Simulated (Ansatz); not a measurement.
# CH6SeSi: the cost of one run

All numbers below are computed with Ansatz 0.2.0 (RKS PBE-D4/def2-SVP).

## 1. The structure to begin with

Bond lengths: C1–Si2 1.798 Å, Si2–Se3 2.255 Å, C1–H4 1.090 Å, C1–H5 1.132 Å, C1–H6 1.135 Å, Si2–H7 1.483 Å, Si2–H8 1.434 Å, Se3–H9 1.543 Å. Angles: C1–Si2–Se3 108.8°, C1–Si2–H7 110.1°, C1–Si2–H8 110.7°, Se3–Si2–H7 108.8°, Se3–Si2–H8 109.0°, H7–Si2–H8 109.4°, Si2–C1–H4 110.9°, Si2–C1–H5 112.6°, Si2–C1–H6 113.2°, H4–C1–H5 104.0°, H4–C1–H6 109.4°, H5–C1–H6 106.2°, Si2–Se3–H9 93.4°.

Coordinates:

```xyz
9

C    -0.7983    0.5556   -0.5440
Si    0.4999   -0.6483   -0.2292
Se    1.7717    0.0858    1.4825
H    -1.4063    0.2571   -1.3983
H    -0.3899    1.5696   -0.8394
H    -1.4696    0.7339    0.3534
H     1.3561   -0.7994   -1.4309
H    -0.0615   -1.9213    0.1196
H     0.5863    0.1207    2.4692
```

## 2. End point A

Input file input.yaml:

```yaml
crystal:
  periodic: [false, false, false]
  atoms:
    - { symbol: C, position_ang: [-0.7983, 0.5556, -0.544] }
    - { symbol: Si, position_ang: [0.4999, -0.6483, -0.2292] }
    - { symbol: Se, position_ang: [1.7717, 0.0858, 1.4825] }
    - { symbol: H, position_ang: [-1.4063, 0.2571, -1.3983] }
    - { symbol: H, position_ang: [-0.3899, 1.5696, -0.8394] }
    - { symbol: H, position_ang: [-1.4696, 0.7339, 0.3534] }
    - { symbol: H, position_ang: [1.3561, -0.7994, -1.4309] }
    - { symbol: H, position_ang: [-0.0615, -1.9213, 0.1196] }
    - { symbol: H, position_ang: [0.5863, 0.1207, 2.4692] }
basis:
  gaussian: { orbitals: def2-SVP }
hamiltonian:
  xc: pbe
  dispersion: d4
relax:
  f_tol: 0.02
  max_steps: 50
```

Started as:

```sh
$ ansatz run input.yaml --threads 2 --pin off --max-ram 3072MiB --backend cpu --events-out ev --progress --plain --runs-dir out
```

Q: Estimate wall time and peak memory on 2 threads of AMD EPYC 9R45 (Zen 5), shared host.

About 3.9 s, with a peak of 0.15 GiB.
